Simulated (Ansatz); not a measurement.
**CH₂InN (SMILES N#[C][InH2]): single points off equilibrium**

One table from this session's results is given with a row withheld; the runs are named, their logs left out.

Program: Ansatz 0.2.0, Gaussian basis. Level of theory: single points in def2-TZVPP. These are calculated values, not measurements.

Cores are frozen in the correlated methods. Filled d shells of the heavier atoms are correlated. Core potentials replace the inner electrons past krypton, and spin-orbit coupling is left out.

**Starting geometry**

SMILES `N#[C][InH2]`, 5 atoms, charge 0, spin multiplicity 1.

Atoms are counted from 1 here; the program's logs count them from 0.

Bond lengths: N1–C2 1.120 Å, C2–In3 2.225 Å, In3–H4 1.606 Å, In3–H5 1.673 Å. Angles: N1–C2–In3 173.6°, C2–In3–H4 116.0°, C2–In3–H5 112.7°, H4–In3–H5 131.3°.

Geometry (Å):

```mol
CH2InN
  3D, bonds by distance, orders not assigned

  5  4  0  0  0  0  0  0  0  0999 V2000
    0.1016   -1.9225    1.5746 N   0  0
    0.0833   -1.0198    0.9122 C   0  0
    0.0244    0.6169   -0.5935 In  0  0
   -0.9019    0.3572   -1.8799 H   0  0
    0.9510    1.9367   -0.1484 H   0  0
  1  2  8  0
  2  3  8  0
  3  4  8  0
  3  5  8  0
M  END
```

Set-up of the first run:

Contents of run/in.yaml:

```yaml
crystal:
  periodic: [false, false, false]
  atoms:
    - {symbol: N, position_ang: [0.101600, -1.922500, 1.574600]}
    - {symbol: C, position_ang: [0.083300, -1.019800, 0.912200]}
    - {symbol: In, position_ang: [0.024400, 0.616900, -0.593500]}
    - {symbol: H, position_ang: [-0.901900, 0.357200, -1.879900]}
    - {symbol: H, position_ang: [0.951000, 1.936700, -0.148400]}
basis:
  gaussian: {orbitals: def2-TZVPP}
correlation: {method: ccsd_t}
output: {forces: true}
```

The command line of these runs was not kept.

Steps of the session up to this table: CCSD(T)/def2-TZVPP; PBE0-D4/def2-TZVPP; wB97M-V/def2-TZVPP; r2SCAN-D4/def2-TZVPP; PBE-D4/def2-TZVPP; BLYP-D4/def2-TZVPP; HSE06-D4/def2-TZVPP.

One table of the session follows, with a row left open; its other results are not shown here.

| method | RMS force component (eV/Å) | angle to CCSD(T) forces (°) | dipole (D) |
| --- | --- | --- | --- |
| CCSD(T) | 2.551 | reference | 4.90 |
| PBE0-D4 | 2.014 | 4.4 | 4.93 |
| wB97M-V | 1.933 | 4.4 | 5.00 |
| r2SCAN-D4 | 2.164 | 2.2 | 4.87 |
| PBE-D4 | 2.493 | 1.9 | 4.76 |
| BLYP-D4 | 2.399 | 3.1 | 4.79 |
| HSE06-D4 | ? | ? | ? |

Q: Estimate the row for HSE06-D4 from the others.

**Answer.** RMS force component (eV/Å): 2.028; angle to CCSD(T) forces (°): 4.2; dipole (D): 4.93. In the column «RMS force component (eV/Å)» it lies between PBE0-D4 (2.014) and r2SCAN-D4 (2.164).
